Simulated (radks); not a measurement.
**Numerical settings for In**

How sensitive is the result for neutral indium to mesh, mixing and thresholds? A default run comes first. The defaults are a mesh step of 0.008 in ln r, a mesh end at 40 bohr or more, Anderson mixing 0.5 over 9 steps and a tight residual threshold, with the energy settled to 1e-9 hartree as well; every run has a cap on iterations.

The numbers are computed with radks (a radial shooting solver on a logarithmic mesh, Libxc functionals) version 1 (Dirac Kohn-Sham, LDA (Slater exchange, Perdew-Wang correlation), spin-unpolarised, spherical densities, point nucleus; open shells fill j = l - 1/2 first), except any that are marked as measured or tabulated.

## Step 1: The system

* element: indium (Z = 49)
* charge: 0
* electrons: 49
* configuration: [Kr] 4d10 5s2 5p1

## Step 2: Default settings

Input:

```text
Z 49
configuration [Kr] 4d10 5s2 5p1
relativity Dirac
functional lda,pw
spin unpolarised
j_filling energy
nucleus point
c 137.035999084
max_iterations 80
```

The run is started by

```sh
$ python run_ks.py task.json out
```

The same process makes all the runs of this session.

## Step 3: Mesh step in ln r 0.005

Settings, as their differences from step 2:

```diff
@@ -8,2 +8,3 @@
 c 137.035999084
+mesh_step 0.005
 max_iterations 80
```

## Step 4: Mesh step in ln r 0.08

Settings, as their differences from step 3:

```diff
@@ -8,3 +8,3 @@
 c 137.035999084
-mesh_step 0.005
+mesh_step 0.08
 max_iterations 80
```

## Step 5: Mesh step in ln r 0.012

Settings, as their differences from step 4:

```diff
@@ -8,3 +8,3 @@
 c 137.035999084
-mesh_step 0.08
+mesh_step 0.012
 max_iterations 80
```

## Step 6: Mesh end (bohr) 12

Settings, as their differences from step 5:

```diff
@@ -8,3 +8,3 @@
 c 137.035999084
-mesh_step 0.012
+mesh_end 12
 max_iterations 80
```

## Step 7: Mesh end (bohr) 20

Settings, as their differences from step 6:

```diff
@@ -8,3 +8,3 @@
 c 137.035999084
-mesh_end 12
+mesh_end 20
 max_iterations 80
```

## Step 8: Residual threshold 0.001

Settings, as their differences from step 7:

```diff
@@ -8,3 +8,3 @@
 c 137.035999084
-mesh_end 20
+threshold 0.001
 max_iterations 80
```

## Step 9: Residual threshold 1e-05

Settings, as their differences from step 8:

```diff
@@ -8,3 +8,3 @@
 c 137.035999084
-threshold 0.001
+threshold 1e-05
 max_iterations 80
```

## Step 10: Mixing 1

Settings, as their differences from step 9:

```diff
@@ -8,3 +8,3 @@
 c 137.035999084
-threshold 1e-05
+mixing 1
 max_iterations 80
```

## Step 11: Mixing history 1, mixing 1

Settings, as their differences from step 10:

```diff
@@ -8,2 +8,3 @@
 c 137.035999084
+history 1
 mixing 1
```

## Step 12: Mixing history 1, mixing 0.5

Settings, as their differences from step 11:

```diff
@@ -9,3 +9,3 @@
 history 1
-mixing 1
+mixing 0.5
 max_iterations 80
```

## Step 13: Mixing history 3

Settings, as their differences from step 12:

```diff
@@ -8,4 +8,3 @@
 c 137.035999084
-history 1
-mixing 0.5
+history 3
 max_iterations 80
```

## Step 14: Iteration cap 8

Settings, as their differences from step 13:

```diff
@@ -8,3 +8,2 @@
 c 137.035999084
-history 3
-max_iterations 80
+max_iterations 8
```

What does the calculation give? Wanted: for each run, setting; iterations; converged; change of E.

As calculated:

| setting | mesh points | iterations | converged | change of E (mhartree) | time |
| --- | --- | --- | --- | --- | --- |
| Default settings | 2725 | 14 | yes | 0 | - |
| mesh step in ln r 0.005 | 4359 | 14 | yes | 0 | 0.2 s |
| mesh step in ln r 0.08 | 273 | 4 | no | - | 0.02 s |
| mesh step in ln r 0.012 | 1817 | 14 | yes | 0 | 0.09 s |
| mesh end (bohr) 12 | 2326 | 14 | yes | +0.1496 | 0.12 s |
| mesh end (bohr) 20 | 2390 | 14 | yes | 0 | 0.12 s |
| residual threshold 0.001 | 2725 | 10 | yes | 0 | 0.11 s |
| residual threshold 1e-05 | 2725 | 12 | yes | 0 | 0.12 s |
| mixing 1 | 2725 | 12 | yes | 0 | 0.12 s |
| mixing history 1, mixing 1 | 2725 | 80 | no | - | 2.4 s |
| mixing history 1, mixing 0.5 | 2725 | 30 | yes | 0 | 0.21 s |
| mixing history 3 | 2725 | 18 | yes | 0 | 0.14 s |
| iteration cap 8 | 2725 | 8 | no | - | 0.08 s |

A zero stands for a change under the printed digits. No run that converges misses the default energy by more than 1 mhartree. Not converged or rejected: mesh step in ln r 0.08; mixing history 1, mixing 1; iteration cap 8.
